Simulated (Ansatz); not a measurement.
# OW: the cost of one run

Program: Ansatz 0.2.0, Gaussian basis. Level of theory: def2-QZVPP, core rule «outside noble gas», up to 5 orbitals frozen. These are calculated values, not measurements.

The runs, in order: UHF; ROHF; CCSD(T) on UHF.

2 further runs of the same task are left out: 2 set aside as unsound or not needed.

### Step 1. The geometry

The geometry is a PBE0/def2-TZVP stationary point (not a proven minimum) of the parent state, kept for this charge and spin. No spin-orbit coupling is included. Elements past krypton take def2 core potentials.

2 atoms, charge 1, spin multiplicity 2.

Atoms are counted from 1 here; the program's logs count them from 0.

Bond lengths: W1–O2 1.645 Å.

### Step 2. UHF

in.yaml

```yaml
crystal:
  periodic: [false, false, false]
  atoms:
    - {symbol: W, position_ang: [0.000000, 0.000000, 0.000000]}
    - {symbol: O, position_ang: [0.000000, 0.000000, 1.645402]}
basis:
  gaussian: {orbitals: "def2-QZVPP.json"}
total_charge: 1
magnetization: {spin_polarized: true, initial_magnetization: 1}
hamiltonian: {xc: hf}
output: {orbitals: {seedname: orbitals}}
```

On the command line:

```
$ ansatz run in.yaml --threads 1 --pin off --events-out ev --progress --plain --max-ram 4096MiB --backend cpu
```

What time and memory should one allow on 1 thread of AMD EPYC 7R13, shared host?

About 18 s, with a peak of 0.32 GiB.
